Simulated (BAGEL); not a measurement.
**C3H4AlF (SMILES C#[C][Al]([CH3])[F]): a chain of runs**

Aim: a single-point energy (HF/cc-pVDZ), then a single-point energy (NEVPT2(2,2)/cc-pVDZ), then a single-point energy (CASPT2(2,2)/cc-pVDZ) of C3H4AlF. 

Program for the calculation: BAGEL 1.2.2.

1 further run of the same task is left out (set aside as unsound or not needed).

## Step 1: The structure to begin with

The species is C3H4AlF (9 atoms), meant as a singlet with charge 0. SMILES: `C#[C][Al]([CH3])[F]`. The C4–H7 distance was set to 1.477 Å, away from the relaxed value.

Bond lengths: C1–C2 1.210 Å, C2–Al3 1.900 Å, Al3–C4 1.931 Å, Al3–F5 1.650 Å, C1–H6 1.067 Å, C4–H8 1.094 Å, C4–H9 1.092 Å. Angles: C1–C2–Al3 177.8°, C2–Al3–C4 124.6°, C2–Al3–F5 116.1°, C4–Al3–F5 119.2°, C2–C1–H6 179.6°, Al3–C4–H8 110.9°, Al3–C4–H9 112.0°, H8–C4–H9 108.2°. A long bond or contact: C4–H7 1.477 Å.

## Step 2: The energy at HF/cc-pVDZ (density fitting with svp-jkfit) (run 1)

Input file calc.json:

```json
{ "bagel": [

{
  "title": "molecule",
  "basis": "cc-pvdz.json",
  "df_basis": "svp-jkfit",
  "angstrom": true,
  "geometry": [
    { "atom": "C", "xyz": [       0.467243,       2.943061,       0.574416 ] },
    { "atom": "C", "xyz": [       0.557943,       1.804461,       0.175216 ] },
    { "atom": "Al", "xyz": [       0.659043,      -0.005139,      -0.396384 ] },
    { "atom": "C", "xyz": [      -0.185957,      -1.489039,       0.504316 ] },
    { "atom": "F", "xyz": [       1.538643,      -0.287139,      -1.763184 ] },
    { "atom": "H", "xyz": [       0.391643,       3.949361,       0.920616 ] },
    { "atom": "H", "xyz": [      -1.159600,      -2.156900,      -0.383600 ] },
    { "atom": "H", "xyz": [       0.551343,      -2.246639,       0.785916 ] },
    { "atom": "H", "xyz": [      -0.712157,      -1.172939,       1.407516 ] }
  ]
},

{
  "title": "hf"
},

{
  "title": "print",
  "file": "orbitals.molden",
  "orbitals": true
}

]}
```

The basis set cc-pVDZ is read from a file made from the Basis Set Exchange's data (not shown).

On the command line:

```sh
$ BAGEL_NUM_THREADS=1 BAGEL calc.json > calc.out
```

Standard output:

```text
* using 1 threads per process

  ===============================================================
  ===============================================================

  *** Geometry ***

  { "atom" : "C", "xyz" : [      0.882961,      5.561579,      1.085489 ] },
  { "atom" : "C", "xyz" : [      1.054359,      3.409937,      0.331110 ] },
  { "atom" : "Al", "xyz" : [      1.245411,     -0.009711,     -0.749057 ] },
[... 5 lines of this table left out ...]
  { "atom" : "H", "xyz" : [     -1.345782,     -2.216533,      2.659820 ] },

  Number of auxiliary basis functions:      502

  Since a DF basis is specified, we compute 2- and 3-index integrals:
    o Being stored without compression. Storage requirement is 0.035 GB

  Number of basis functions:       94
  Number of electrons      :       44

    * METHOD: MOLECULE                             0.27

  *** RHF ***

  === Nuclear Repulsion ===
   177.8542518991

      * DIIS with orbital gradients will be used.

  === RHF iteration (cc-pvdz.json) ===
      0       -457.03946673          0.01521797           0.08
      1       -457.21813872          0.00823771           0.07
      2       -457.28198537          0.00155726           0.07
[... 14 lines of this table left out ...]
     17       -457.28467067          0.00000001           0.07
    * SCF iteration converged.

    * Permanent dipole moment:
           (    0.382358,    -0.219438,    -0.845106) a.u.

    * METHOD: HF                                   1.48

    * METHOD: PRINT                                0.02

  ===============================================================
```

It took 1.9 s on 1 thread of Arm Neoverse V1, shared host; peak memory 0.15 GiB.

## Step 3: A single-point energy at NEVPT2(2,2)/cc-pVDZ (density fitting with svp-jkfit) (run 2)

Input file input.json:

```json
{ "bagel": [

{
  "title": "molecule",
  "basis": "cc-pvdz.json",
  "df_basis": "svp-jkfit",
  "angstrom": true,
  "geometry": [
    { "atom": "C", "xyz": [       0.467243,       2.943061,       0.574416 ] },
    { "atom": "C", "xyz": [       0.557943,       1.804461,       0.175216 ] },
    { "atom": "Al", "xyz": [       0.659043,      -0.005139,      -0.396384 ] },
    { "atom": "C", "xyz": [      -0.185957,      -1.489039,       0.504316 ] },
    { "atom": "F", "xyz": [       1.538643,      -0.287139,      -1.763184 ] },
    { "atom": "H", "xyz": [       0.391643,       3.949361,       0.920616 ] },
    { "atom": "H", "xyz": [      -1.159600,      -2.156900,      -0.383600 ] },
    { "atom": "H", "xyz": [       0.551343,      -2.246639,       0.785916 ] },
    { "atom": "H", "xyz": [      -0.712157,      -1.172939,       1.407516 ] }
  ]
},

{
  "title": "hf"
},

{
  "title": "nevpt2",
  "nstate": 1,
  "nact": 2,
  "nclosed": 21,
  "active": [19, 26],
  "maxiter": 200,
  "natocc": true,
  "ncore": 9
},

{
  "title": "print",
  "file": "orbitals.molden",
  "orbitals": true
}

]}
```

The basis set cc-pVDZ is read from a file made from the Basis Set Exchange's data (not shown).

On the command line:

```sh
$ BAGEL_NUM_THREADS=1 BAGEL input.json > input.out
```

Standard output:

```text
* using 1 threads per process

  ===============================================================
  ===============================================================

  *** Geometry ***

  { "atom" : "C", "xyz" : [      0.882961,      5.561579,      1.085489 ] },
  { "atom" : "C", "xyz" : [      1.054359,      3.409937,      0.331110 ] },
  { "atom" : "Al", "xyz" : [      1.245411,     -0.009711,     -0.749057 ] },
[... 5 lines of this table left out ...]
  { "atom" : "H", "xyz" : [     -1.345782,     -2.216533,      2.659820 ] },

[... 23 lines left out ...]
    * SCF iteration converged.
[... 1 line left out ...]
    * Permanent dipole moment:
[... 28 lines left out ...]
    * Second-order optimization converged. *
[... 9 lines left out ...]
     * ci vector, state   0, <S^2> = 0.0000
       2.     0.9859385685
       .2    -0.1671081661

  === DF-NEVPT2 calculation ===

    * 3-index integral transformation done
    * assembly done

      NEVPT2 correlation energy:   -0.6186289787      0.25

          (+0)     -0.5649638215
          (+0)'    -0.0153563944
          (+1)     -0.0050479751
          (+1)'    -0.0000000000
          (+2)     -0.0003596020
          (-1)     -0.0259901522
          (-1)'     0.0000000000
          (-2)     -0.0069110336

      NEVPT2 total energy:       -457.9297555656

    * METHOD: NEVPT2                               4.52

    * METHOD: PRINT                                0.02

  ===============================================================
```

Wall time 6.6 s (1 thread of Arm Neoverse V1, shared host); peak memory 0.15 GiB.

## Step 4: The energy at CASPT2(2,2)/cc-pVDZ (density fitting with svp-jkfit) (run 3)

Input file caspt2.json:

```json
{ "bagel" : [

{
  "title" : "molecule",
  "basis" : "cc-pvdz.json",
  "df_basis" : "svp-jkfit",
  "angstrom" : true,
  "geometry" : [
    { "atom" : "C", "xyz" : [       0.467243,       2.943061,       0.574416 ] },
    { "atom" : "C", "xyz" : [       0.557943,       1.804461,       0.175216 ] },
    { "atom" : "Al", "xyz" : [       0.659043,      -0.005139,      -0.396384 ] },
    { "atom" : "C", "xyz" : [      -0.185957,      -1.489039,       0.504316 ] },
    { "atom" : "F", "xyz" : [       1.538643,      -0.287139,      -1.763184 ] },
    { "atom" : "H", "xyz" : [       0.391643,       3.949361,       0.920616 ] },
    { "atom" : "H", "xyz" : [      -1.159600,      -2.156900,      -0.383600 ] },
    { "atom" : "H", "xyz" : [       0.551343,      -2.246639,       0.785916 ] },
    { "atom" : "H", "xyz" : [      -0.712157,      -1.172939,       1.407516 ] }
  ]
},

{
  "title" : "hf"
},

{
  "title" : "casscf",
  "nstate" : 1,
  "nact" : 2,
  "nclosed" : 21,
  "active" : [19, 26],
  "maxiter" : 200,
  "natocc" : true
},

{
  "title" : "print",
  "file" : "orbitals.molden",
  "orbitals" : true
},

{
  "title" : "smith",
  "method" : "caspt2",
  "ms" : true,
  "xms" : true,
  "sssr" : true,
  "shift" : 0.2,
  "shift_imag" : true,
  "ncore" : 9
}

]}
```

The basis set cc-pVDZ is read from a file made from the Basis Set Exchange's data (not shown).

On the command line:

```sh
$ BAGEL_NUM_THREADS=1 BAGEL caspt2.json > caspt2.out
```

Standard output:

```text
* using 1 threads per process

  ===============================================================
  ===============================================================

  *** Geometry ***

  { "atom" : "C", "xyz" : [      0.882961,      5.561579,      1.085489 ] },
  { "atom" : "C", "xyz" : [      1.054359,      3.409937,      0.331110 ] },
  { "atom" : "Al", "xyz" : [      1.245411,     -0.009711,     -0.749057 ] },
[... 5 lines of this table left out ...]
  { "atom" : "H", "xyz" : [     -1.345782,     -2.216533,      2.659820 ] },

[... 25 lines left out ...]
    * Permanent dipole moment:
[... 37 lines left out ...]
     * ci vector, state   0, <S^2> = 0.0000
[... 21 lines left out ...]
       #      aibj      arbs      arbi      airj      risj      airs      arst      rist         Etot      error   time
[... 9 lines left out ...]
      ------------------------------------------------------------------------------------------------------------------

    * CASPT2 energy : state  0     -457.9321684783
        w/o shift correction       -457.9283547188
        reference weight              0.8237598067

    * METHOD: SMITH                                1.03

  ===============================================================
```

It took 7.2 s on 1 thread of Arm Neoverse V1, shared host; peak memory 0.25 GiB.

## Step 5: What came out

```
                                quantity          value
         run 1, HF/cc-pVDZ: total energy  -457.28467 Eh
        run 1, HF/cc-pVDZ: dipole moment         2.42 D
          run 1, HF/cc-pVDZ: HOMO energy      -10.97 eV
          run 1, HF/cc-pVDZ: LUMO energy        1.74 eV
        run 1, HF/cc-pVDZ: HOMO–LUMO gap       12.71 eV
run 2, NEVPT2(2,2)/cc-pVDZ: total energy  -457.92976 Eh
run 3, CASPT2(2,2)/cc-pVDZ: total energy  -457.93217 Eh
```
